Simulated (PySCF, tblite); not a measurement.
# C₅H₈NO radical: geometry, infrared bands and EPR parameters

Aim: predict the infrared bands and EPR parameters of C₅H₈NO radical (`CC(=O)[N]C1CC1`).

Programs: tblite 0.8.0 and PySCF 2.14.0, with density-fitted response routines of our own. Each step states its level of theory. These are calculated values for one molecule in the gas phase, unless marked as measured. Atoms are numbered from 0 throughout.

## (1) The starting structure

15 atoms, charge 0, multiplicity 2; geometry from: force field or distance geometry start.

Bonds of the start (Å): C0–C1 1.51, C1–O2 1.26, C1–N3 1.43, N3–C4 1.43, C4–C5 1.49, C5–C6 1.52, C6–C4 1.50, C0–H7 1.10, C0–H8 1.11, C0–H9 1.13, C4–H10 1.11, C5–H11 1.11, C5–H12 1.11, C6–H13 1.10, C6–H14 1.09.

## (2) Optimising the geometry with GFN2-xTB

Job settings and geometry (Å):

```
{"job": {"kind": "relax", "xc": "GFN2-xTB", "basis": "xTB"}, "charge": 0, "multiplicity": 2}
C      2.347500     0.091100     0.111100
C      1.178500    -0.067400    -0.830600
O      1.056700     0.764500    -1.768900
N      0.247300    -1.134600    -0.668200
C     -1.116000    -0.927500    -0.277900
C     -1.400400     0.051500     0.810100
C     -1.692500     0.404600    -0.639000
H      3.303300    -0.215100    -0.347900
H      2.174600    -0.534900     1.008700
H      2.350300     1.189800     0.353900
H     -1.789600    -1.790900    -0.447700
H     -0.492100     0.550300     1.215700
H     -2.319100     0.004000     1.436900
H     -2.740100     0.366300    -0.986100
H     -1.112700     1.256400    -1.003300
```

Started as:

```sh
OMP_NUM_THREADS=1 python probes_run.py task.json out
```

This one command runs all jobs of the session in turn.

**Question.** This job is followed by: GFN2-xTB harmonic vibrations, gas phase; UKS B3LYP, pcH-1 on C H N O, non-relativistic, mean-field spin-orbit, GIAO. What will the session give for the following? strongest single infrared mode (GFN2-xTB); zero-point energy (GFN2-xTB); g(iso) (B3LYP); ⟨S²⟩; largest a(iso) (averaged by class); potential on the surface of density 0.002 e/bohr³, 1st and 99th percentile.

As calculated:

| quantity | value |
| --- | --- |
| strongest single infrared mode (GFN2-xTB) | 1618 cm⁻¹, 265 km/mol |
| zero-point energy (GFN2-xTB) | 74.7 kcal/mol |
| g(iso) (B3LYP) | 2.00524 |
| ⟨S²⟩ | 0.757 (exact 0.75) |
| largest a(iso) (averaged by class) | 14N on N3, 34.7 MHz |
| potential on the surface of density 0.002 e/bohr³, 1st and 99th percentile | -1.77 V and 1.13 V |

Over 60 steps the energy fell by 0.911 eV; of the close pairs, N3–C4 changed most, 1.433 to 1.342 Å. The lowest mode is imaginary (23i cm⁻¹), so the xTB geometry is not a minimum: the zero-point energy counts the real modes alone, and all values at this geometry belong to a saddle point. The strongest single mode, at 1618 cm⁻¹, moves mainly C1 and O2. Unscaled tight-binding wavenumbers are off by several per cent, some by more. Its intensities can rank the bands wrongly. N3 carries the largest spin population, 0.65 e. The isotropic g lies 2.9 ppt above the free-electron value. These values are for one conformer; the search (at its own cheap level) found 2 more, at 0.53, 0.56 kcal/mol, and measured spectra average over such forms.
